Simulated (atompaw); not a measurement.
# Cr: the cost of one run

Method: atompaw 4.2.0.5, PBEsol, scalar-relativistic.

**1. The design**

The settings as typed:

- element: chromium (Cr, Z = 24)
- type: PAW
- frozen core: [Ne]
- valence charge: 14
- reference configuration: 3s2 3p6 3d5 4s0 4p1
- partial waves: 3s (bound): rc 1.05 bohr; 4s (bound, empty): rc 1.75 bohr; 3p (bound): rc 1.05 bohr; 4p (bound): rc 1.95 bohr; 3d (bound): rc 1.95 bohr; 3d channel at 0.3 Ry: rc 1.95 bohr
- local potential: vpsmatchnc scheme with l = 3 at 0 Ry, radius 1.35 bohr
- core correction: smooth core density matched at 1.05 bohr
- augmentation charge: besselshape compensation charge, radius 1.50 bohr; PAW radius 1.95 bohr; waves and projectors: custom polynom2 7 10 vanderbiltortho

The outer shells as boxes (Hund's rule for the drawing; the calculation is spin-unpolarised):

```
[Ne] core
3s [↑↓]
3p [↑↓][↑↓][↑↓]
3d [↑ ][↑ ][↑ ][↑ ][↑ ]
4s [  ]
4p [↑ ][  ][  ]
```

**2. Generating the potential**

Cr.input reads:

```
Cr 24
GGA-PBESOL scalarrelativistic loggrid 1500 logderivrange -8 5 326
4 4 3 0 0 0
4 0 0
4 1 1
3 2 5
0 0 0
c
c
v
v
c
v
v
v
2
1.95 1.50 1.35 1.05
n
n
y
0.3
n
custom polynom2 7 10 vanderbiltortho besselshape
3 0 vpsmatchnc
1.05
1.75
1.05
1.95
1.95
1.95
PWSCFOUT
UPFDX 0.0125d0 UPFXMIN -7.d0 UPFZMESH 24.d0
END
```

Started as:

```
$ atompaw < Cr.input > Cr.log
```

**Question.** How long does this run take on 1 thread of Intel Xeon Platinum 8488C, shared host?

About 6.8 s.
